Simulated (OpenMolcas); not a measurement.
# C2H2Cl2Sn (SMILES C#[C][SnH]([Cl])[Cl]): levels of theory compared

Aim: a comparison of 6 runs (HF/3-21G, HF/def2-SVP, M06-2X/def2-SVP, PBE0/def2-SVP, MP2/def2-SVP, CCSD(T)/def2-SVP) of C2H2Cl2Sn. 

The results are computed with OpenMolcas 26.06.

### Step 1. The molecule

C2H2Cl2Sn: 7 atoms, total charge 0, spin state singlet. SMILES: `C#[C][SnH]([Cl])[Cl]`. Geometry: relaxed at PBE0-D4/def2-TZVP.

Bond lengths: C1–C2 1.205 Å, C2–Sn3 2.058 Å, Sn3–Cl4 2.309 Å, Sn3–Cl5 2.309 Å, C1–H6 1.067 Å, Sn3–H7 1.691 Å. Angles: C1–C2–Sn3 179.2°, C2–Sn3–Cl4 107.9°, C2–Sn3–Cl5 107.9°, Cl4–Sn3–Cl5 106.8°, C2–C1–H6 179.7°, C2–Sn3–H7 115.3°, Cl4–Sn3–H7 109.3°, Cl5–Sn3–H7 109.3°.

### Step 2. Energy and forces at HF/3-21G (run 1)

run.inp reads:

```
&gateway
 baslib=$CurrDir
 coord
 7
 angstrom
 C       -1.668000       1.349700       0.386500
 C       -0.744900       0.592400       0.224500
 Sn       0.833800      -0.704500      -0.025300
 Cl       0.163900      -2.365900      -1.482000
 Cl       2.540200       0.448400      -1.069500
 H       -2.485300       2.020900       0.525300
 H        1.421600      -1.409000       1.394900
 basis=3-21G
 group=NoSym

&seward

&scf
 thresholds=1e-10 1e-07 1e-07 1e-05
 prorbitals=0

&alaska
```

The basis set 3-21G is read from a file made from the Basis Set Exchange's data (not shown).

Command:

```console
$ export MOLCAS_MEM=1860
$ pymolcas run.inp > run.log
```

Log:

```text
--- Start Module: gateway ---
[...]
--- Stop Module: gateway /rc=_RC_ALL_IS_WELL_ ---
[...]
      Basis functions           79
[...]
--- Start Module: scf ---
[...]
       Convergence after  14 Iterations
[...]
::    Total SCF energy                              -6987.3985593463
[...]
      Total spin, S                                     0.0000000000
[...]
      Total electronic charge=   98.000000
      Total            charge=   -0.000000
[...]
      Dipole Moment (debye):
      Origin of the operator (angstrom)=    0.7621   -0.5911   -0.3845
                   X= -2.1476E+00               Y=  1.2727E+00               Z=  3.6997E+00           Total=  4.4632E+00
      Quadrupole Moment (debye*angstrom):
[...]
--- Stop Module: scf /rc=_RC_ALL_IS_WELL_ ---
[...]
--- Start Module: alaska ---
[...]
 *              Molecular gradients               *
 **************************************************
  Irreducible representation: a
 ------------------------------------------------------------------------------------------
                              X                       Y                       Z
 ------------------------------------------------------------------------------------------
  C1               -9.05234019262835E-03    7.36739877516968E-03    2.26442842391616E-03
  C2                2.23780245900711E-02   -1.81984743404664E-02   -5.37670983238414E-03
  SN3               1.32355842462455E-02   -7.38132920665802E-03   -2.59489031503293E-02
  CL4               9.06557092088534E-03    2.34753955194691E-02    1.96123981991647E-02
  CL5              -2.40283121787286E-02   -1.57195577108808E-02    1.38539505607689E-02
  H6               -8.84178805972713E-03    7.26582473045267E-03    1.47746953245953E-03
  H7               -2.75673932629994E-03    3.19074223299687E-03   -5.88263373348674E-03
 ------------------------------------------------------------------------------------------
--- Stop Module: alaska /rc=_RC_ALL_IS_WELL_ ---
[...]
```

Run time: 9.6 s. Hardware: 1 thread of Intel Xeon Platinum 8259CL at 2.50GHz (Skylake/Cascade Lake), shared host; peak memory 0.44 GiB.

### Step 3. Energy and forces at HF/def2-SVP (core potential) (run 2)

calc.input reads:

```
&GATEWAY
BasLib=$CurrDir
Coord
7
angstrom
C       -1.668000       1.349700       0.386500
C       -0.744900       0.592400       0.224500
Sn       0.833800      -0.704500      -0.025300
Cl       0.163900      -2.365900      -1.482000
Cl       2.540200       0.448400      -1.069500
H       -2.485300       2.020900       0.525300
H        1.421600      -1.409000       1.394900
Basis=def2-SVP
Group=NoSym
&SEWARD
&SCF
Thresholds=1e-10 1e-07 1e-07 1e-05
PrOrbitals=1 2
&ALASKA
```

The basis set def2-SVP is read from a file made from the Basis Set Exchange's data (not shown).

Command:

```console
$ export MOLCAS_MEM=1860
$ pymolcas calc.input > calc.log
```

Log:

```text
--- Start Module: gateway ---
[...]
--- Stop Module: gateway /rc=_RC_ALL_IS_WELL_ ---
[...]
      Basis functions          100
[...]
--- Start Module: scf ---
[...]
       Convergence after  14 Iterations
[...]
::    Total SCF energy                              -1208.9180127808
[...]
      Total spin, S                                     0.0000000000
[...]
      Total electronic charge=   70.000000
      Total            charge=   -0.000000
[...]
      Dipole Moment (debye):
      Origin of the operator (angstrom)=    0.7621   -0.5911   -0.3845
                   X= -1.4663E+00               Y=  8.6000E-01               Z=  2.5878E+00           Total=  3.0962E+00
      Quadrupole Moment (debye*angstrom):
[...]
--- Stop Module: scf /rc=_RC_ALL_IS_WELL_ ---
[...]
--- Start Module: alaska ---
[...]
 *              Molecular gradients               *
 **************************************************
  Irreducible representation: a
 ------------------------------------------------------------------------------------------
                              X                       Y                       Z
 ------------------------------------------------------------------------------------------
  C1               -1.32423817037921E-02    1.08744368909637E-02    2.29652700810057E-03
  C2                1.99846914490700E-02   -1.62874737790406E-02   -4.28631668009816E-03
  SN3              -2.68001668240958E-03    3.53066863970675E-03   -8.78898596204181E-03
  CL4               2.63246069049927E-03    7.40395783368442E-03    5.98043202510112E-03
  CL5              -7.58199944752747E-03   -4.69174657149019E-03    4.19624098315019E-03
  H6                3.53219766394908E-04   -2.90146549164927E-04   -1.14706232728912E-05
  H7                5.34025927816373E-04   -5.39696464623152E-04    6.13573249077959E-04
 ------------------------------------------------------------------------------------------
--- Stop Module: alaska /rc=_RC_ALL_IS_WELL_ ---
[...]
```

Wall time 18 s (1 thread of Intel Xeon Platinum 8259CL at 2.50GHz (Skylake/Cascade Lake), shared host); peak memory 0.56 GiB.

Runs 3 to 5 aren't shown in full; the table further down has their settings and results.

### Step 4. The energy at CCSD(T)/def2-SVP (Cholesky decomposition, core potential) (run 6)

run.inp reads:

```
&GATEWAY
 BasLib=$CurrDir
 Coord
 7
 bohr
 C     -3.15206318     2.55056335     0.73037915
 C     -1.40765699     1.11947376     0.42424351
 Sn     1.57565364    -1.33131205    -0.04781007
 Cl     0.30972611    -4.47090304    -2.80057412
 Cl     4.80028230     0.84735319    -2.02106209
 H     -4.69653634     3.81894753     0.99267313
 H      2.68643466    -2.66262411     2.63597897
 Basis=def2-SVP
 Group=NoSym

&SEWARD
 High

&SCF
 Thresholds=1e-10 1e-07 1e-07 1e-05
 PrOrbitals=1 2

&CHCC
 Frozen=16
 Threshold=1e-08
 MaxIterations=80

&CHT3
 Frozen=16
```

The basis set def2-SVP is read from a file made from the Basis Set Exchange's data (not shown).

Command:

```console
$ export MOLCAS_MEM=1860
$ pymolcas run.inp > run.log
```

Log:

```text
--- Start Module: gateway ---
[...]
--- Stop Module: gateway /rc=_RC_ALL_IS_WELL_ ---
[...]
      Basis functions          100
[...]
       Convergence after  14 Iterations
[...]
::    Total SCF energy                              -1208.9180125889
[...]
      Total spin, S                                     0.0000000000
[...]
      Total electronic charge=   70.000000
      Total            charge=   -0.000000
[...]
      Dipole Moment (debye):
      Origin of the operator (angstrom)=    0.7621   -0.5911   -0.3845
                   X= -1.4663E+00               Y=  8.6000E-01               Z=  2.5878E+00           Total=  3.0962E+00
      Quadrupole Moment (debye*angstrom):
[...]
--- Start Module: chcc ---
[...]
--- Stop Module: chcc /rc=_RC_ALL_IS_WELL_ ---
[...]
--- Start Module: cht3 ---
[...]
--- Stop Module: cht3 /rc=_RC_ALL_IS_WELL_ ---
[...]
```

Wall time 13 min (1 thread of Intel Xeon Platinum 8259CL at 2.50GHz (Skylake/Cascade Lake), shared host); peak memory 0.17 GiB.

### Step 5. The series

```
run                                                      level  integration grid      task   energy (Eh)  dipole moment (D) of the reference  HOMO energy (eV)  LUMO energy (eV)  wall time
  1                                                   HF/3-21G                 –  gradient  -6987.398559                                4.46            -11.91              1.92      9.6 s
  2                               HF/def2-SVP (core potential)                 –  gradient  -1208.918013                                3.10            -11.64              2.40       18 s
  3                           M06-2X/def2-SVP (core potential)         UltraFine  gradient  -1211.650899                                2.87            -10.08             -0.10       55 s
  4                             PBE0/def2-SVP (core potential)         UltraFine  gradient  -1211.373887                                2.74             -8.79             -1.28       46 s
  5                              MP2/def2-SVP (core potential)                 –    energy  -1209.530478                                3.10            -11.64              2.40       14 s
  6  CCSD(T)/def2-SVP (Cholesky decomposition, core potential)                 –    energy  -1209.594737                                3.10            -11.64              2.40     13 min
```

### Step 6. Summary of results

```
                                           quantity           value
                                run 6: total energy  -1209.59474 Eh
          run 6: dipole moment (mean-field density)          3.10 D
         run 6: HOMO energy (Hartree–Fock orbitals)       -11.64 eV
         run 6: LUMO energy (Hartree–Fock orbitals)         2.40 eV
       run 6: HOMO–LUMO gap (Hartree–Fock orbitals)        14.03 eV
run 6: correlation energy (16 core orbitals frozen)      -676.7 mEh
                              run 6: (T) correction      -21.54 mEh
```

What this shows: Below the HF energy at the same shape and in the same basis (def2-SVP): MP2 -612.5 mEh; CCSD(T) -676.7 mEh. Over runs 1, 2, 3, 4 the dipole moment (its size) runs from 2.74 D (PBE0/def2-SVP) to 4.46 D (HF/3-21G). The two ends differ in method and basis and core potential. Over runs 1, 2, 3, 4 the HOMO–LUMO gap runs from 7.51 eV (PBE0/def2-SVP) to 14.03 eV (HF/def2-SVP). Exact exchange widens orbital gaps. Totals of different functionals can't be ranked against each other. Some runs of one species differ in core potentials or relativity; totals across that change don't compare. In run 1 relativity is left out where basis or elements ask for it. All runs together took 15 min, the longest 13 min.
